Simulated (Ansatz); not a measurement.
**CH₂F₂GeO: how energies converge with the basis set**

An exercise on one series of results from a longer session: the logs are not shown, and one member is left open.

Program: Ansatz 0.2.0, Gaussian basis. Level of theory: one geometry, several basis sets. These are calculated values, not measurements.

Plan: PBE0-D4/def2-SVP; ωB97M-V/def2-SVP; PBE0-D4/def2-QZVPP; ωB97M-V/def2-QZVPP; the functionals' def2-TZVPP values are taken from earlier runs.

## Structure used throughout

The geometry comes from an earlier relaxation with PBE0-D4 in a triple-zeta def2 set; it is a stationary point, not always the lowest conformer.

SMILES `[F][Ge]1([F])[CH2][O]1`, 7 atoms, charge 0, spin multiplicity 1.

Atoms are counted from 1 here; the program's logs count them from 0.

Bond lengths: F1–Ge2 1.707 Å, Ge2–F3 1.707 Å, Ge2–C4 1.871 Å, Ge2–O5 1.782 Å, C4–O5 1.472 Å, C4–H6 1.089 Å, C4–H7 1.089 Å. Angles: F1–Ge2–F3 104.5°, F1–Ge2–C4 127.7°, F1–Ge2–O5 115.8°, F3–Ge2–C4 127.7°, F3–Ge2–O5 115.8°, C4–Ge2–O5 47.5°, Ge2–C4–O5 63.1°, Ge2–C4–H6 120.1°, Ge2–C4–H7 120.1°, O5–C4–H6 114.7°, O5–C4–H7 114.7°, H6–C4–H7 114.0°, Ge2–O5–C4 69.4°.

Set-up of the first run:

File in.yaml:

```yaml
crystal:
  periodic: [false, false, false]
  atoms:
    - {symbol: F, position_ang: [-0.658554, -2.224484, 0.108201]}
    - {symbol: Ge, position_ang: [0.201587, -0.763097, 0.305781]}
    - {symbol: F, position_ang: [1.623041, -1.214004, 1.136854]}
    - {symbol: C, position_ang: [-0.340505, 0.959181, -0.183652]}
    - {symbol: O, position_ang: [0.441685, 0.200775, -1.173404]}
    - {symbol: H, position_ang: [-1.374841, 1.145024, -0.467691]}
    - {symbol: H, position_ang: [0.168687, 1.828705, 0.228310]}
basis:
  gaussian: {orbitals: def2-SVP}
hamiltonian: {xc: pbe0, dispersion: d4}
output: {orbitals: {seedname: orbitals}}
```

Among the steps run: PBE0-D4 in def2-SVP; ωB97M-V in def2-SVP; PBE0-D4 in def2-QZVPP; ωB97M-V in def2-QZVPP.

One of the session's tables, all rows but one given; the rest of the session is left out.

It belongs to the step «Functionals by basis». 

```
functional       basis  HOMO (eV)  LUMO (eV)
   PBE0-D4    def2-SVP          ?          ?
   PBE0-D4  def2-TZVPP      -8.17      -1.91
   PBE0-D4  def2-QZVPP      -8.22      -1.99
   ωB97M-V    def2-SVP     -10.31       0.28
   ωB97M-V  def2-TZVPP     -10.41       0.16
   ωB97M-V  def2-QZVPP     -10.46      -0.02
```

Q: Estimate the row for PBE0-D4, def2-SVP from the others.

As computed: HOMO (eV): -8.10; LUMO (eV): -1.82. In the column «HOMO (eV)» it is the highest.
